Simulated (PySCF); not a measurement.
# H2O2Pt: the cost of one run

The runs use PySCF 2.14.0; method and basis as typed in the scripts.

6 further runs of the same task are left out: 6 that didn't finish.

### 1 Where the work starts

H2O2Pt (triplet): 5 atoms, charge 0, spin multiplicity 3.

Bond lengths: Pt1–O2 1.915 Å, Pt1–O3 1.915 Å, O2–H4 0.994 Å, O3–H5 0.994 Å. Angles: O2–Pt1–O3 173.7°, Pt1–O2–H4 124.0°, Pt1–O3–H5 124.0°.

Coordinates:

| atom | x (Å) | y (Å) | z (Å) |
| --- | --- | --- | --- |
| Pt1 | 0.0000 | -0.0330 | 0.0000 |
| O2 | -0.0847 | 0.0719 | 1.9102 |
| O3 | 0.0847 | 0.0719 | -1.9102 |
| H4 | -0.6493 | 0.7224 | 2.4062 |
| H5 | 0.6493 | 0.7224 | -2.4062 |

### 2 The run that the others are compared with

Contents of input.py:

```python
from pyscf import gto, scf, mcscf, mrpt

mol = gto.M(
    atom='Pt 0 -0.033 0; O -0.0847 0.0719 1.9102; O 0.0847 0.0719 -1.9102; H -0.6493 0.7224 2.4062; H 0.6493 0.7224 -2.4062',
    basis='lanl2dz',
    ecp={'Pt': 'lanl2dz'},
    charge=0,
    spin=2,
    verbose=4,
)
mf = scf.ROHF(mol)
mf.kernel()
mc = mcscf.CASSCF(mf, 6, 6)
mc.kernel()
mc.analyze()
mrpt.NEVPT(mc).kernel()
mf.dip_moment()
print('orbital energies (hartree):', mf.mo_energy[..., max(0, mol.nelec[1]-3):mol.nelec[0]+3].round(4))
```

Command:

```sh
$ OMP_NUM_THREADS=1 python input.py
```

What time and memory should one allow on 1 thread of Arm Neoverse N1, shared host?

About 19 s, with a peak of 0.13 GiB.
